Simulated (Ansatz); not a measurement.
**GaBNH (quintet): wave-function methods side by side, cc-pVDZ**

The task here is to estimate one member of a computed series from the others.

Method: cc-pVDZ, core rule «outside noble gas», up to 16 orbitals frozen; program: Ansatz 0.2.0, Gaussian basis.

To be run: UHF; CCSD(T) on ROHF; CCSD(T) on UHF; BCCD(T) on ROHF; CISD as a restricted active space (open shells left free, so some higher excitations enter); CCSDT(Q) on ROHF; CCSDT(Q) on UHF.

24 further runs of the same task are left out: 2 for a known fault of the program, 12 that didn't finish, 10 set aside as unsound or not needed. Runs told in other sessions of the task aren't counted.

### The system

The geometry is a PBE0/def2-TZVP stationary point (not a proven minimum) of the parent state, kept for this charge and spin. No spin-orbit coupling is included. The filled d shell of Ga may be among the frozen orbitals whatever the setting's name suggests.

4 atoms, charge 0, spin multiplicity 5.

Atoms are counted from 1 here; the program's logs count them from 0.

Bond lengths: B1–Ga2 1.954 Å, B1–H4 1.184 Å, Ga2–N3 1.793 Å. Angles: Ga2–B1–H4 151.4°, B1–Ga2–N3 171.5°.

The first run:

Input file in.yaml:

```yaml
crystal:
  periodic: [false, false, false]
  atoms:
    - {symbol: B, position_ang: [0.000015, -0.190793, 1.147052]}
    - {symbol: Ga, position_ang: [0.000028, 0.004280, -0.797193]}
    - {symbol: N, position_ang: [0.000001, -0.082369, -2.588548]}
    - {symbol: H, position_ang: [-0.000044, 0.268883, 2.238689]}
basis:
  gaussian: {orbitals: cc-pVDZ}
magnetization: {spin_polarized: true, initial_magnetization: 4}
hamiltonian: {xc: hf}
output: {orbitals: {seedname: orbitals}}
```

The run is started by

```bash
$ ansatz run in.yaml --threads 1 --pin off --events-out ev --progress --plain --max-ram 2393MiB
```

Among the steps run: UHF; CCSD(T) on ROHF; CCSD(T) on UHF; BCCD(T) on ROHF; CISD as a restricted active space (open shells left free, so some higher excitations enter); CCSDT(Q) on ROHF; CCSDT(Q) on UHF.

One table of the session follows, with a row left open; its other results are not shown here.

```
   method  from UCCSDT(Q) (kJ/mol)
     ROHF                   +677.1
      UHF                   +650.7
     RMP2                   +126.0
     UMP2                   +128.2
    RCCSD                    +25.6
    UCCSD                        ?
 RCCSD(T)                     +6.5
 UCCSD(T)                     +6.2
  BCCD(T)                     +6.5
   RCCSDT                     +1.9
   UCCSDT                     +1.5
RCCSDT(Q)                     +0.4
UCCSDT(Q)                        0
```

**Question.** Estimate the row for UCCSD.

As computed: from UCCSDT(Q) (kJ/mol): +24.7. In the column «from UCCSDT(Q) (kJ/mol)» it lies between BCCD(T) (+6.5) and RCCSD (+25.6).

Not comparable, so not listed: CISD as a restricted active space (open shells left free, so some higher excitations enter) (they don't share determinant, frozen orbitals or solution with the rows shown, or repeat one).

Caveats from the session: Restricted and unrestricted rows rest on different reference determinants; a gap between their highest levels can come from leftover correlation error, from unlike frozen cores or from another state.
